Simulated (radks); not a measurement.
# Sr⁹⁺ in [Ar] 3d10 4s1: an all-electron calculation

An exercise on one series of results from a longer session: the logs are not shown, and one member is left open.

The numbers are computed with radks (a radial shooting solver on a logarithmic mesh, Libxc functionals) version 1 (Dirac Kohn-Sham, AM05, spin-unpolarised, spherical densities, point nucleus), except any that are marked as measured or tabulated.

### What is computed

```
element       : strontium (Z = 38)
charge        : +9
electrons     : 29
configuration : [Ar] 3d10 4s1
```

Outer shells as boxes (Hund's rule):

Sr⁹⁺
```
[Ar] core
3d [↑↓][↑↓][↑↓][↑↓][↑↓]
4s [↑ ]
```

Set-up of the first run:

The run's settings:

```text
Z 38
configuration [Ar] 3d10 4s1
relativity Dirac
functional am05,am05
spin unpolarised
j_filling average
nucleus point
c 137.035999084
```

Run with:

```sh
$ python run_ks.py task.json out
```

The same process makes all the runs of this session.

One of the session's tables, all rows but one given; the rest of the session is left out.

It belongs to the step «Orbitals and density». Radial moments (bohr):

```
level      <r>  outermost maximum (interpolated)  90 % within  nodes
1s1/2  0.03919                            0.0256       0.0701      0
2s1/2   0.1723                             0.145        0.267      1
2p1/2   0.1475                             0.114        0.241      0
2p3/2   0.1517                             0.117        0.247      0
3s1/2   0.4898                             0.436        0.726      2
3p1/2   0.4878                             0.424        0.740      1
3p3/2   0.4979                             0.433        0.755      1
3d3/2   0.4857                             0.372        0.782      0
3d5/2        ?                                 ?            ?      ?
4s1/2    1.174                              1.10         1.68      3
```

Estimate the missing values for 3d5/2.

**Answer.** <r>: 0.4891; outermost maximum (interpolated): 0.375; 90 % within: 0.787; nodes: 0. In the column «<r>» it lies between 3p1/2 (0.4878) and 3s1/2 (0.4898).

To keep in mind: Spin polarisation and multiplet splitting are left out.
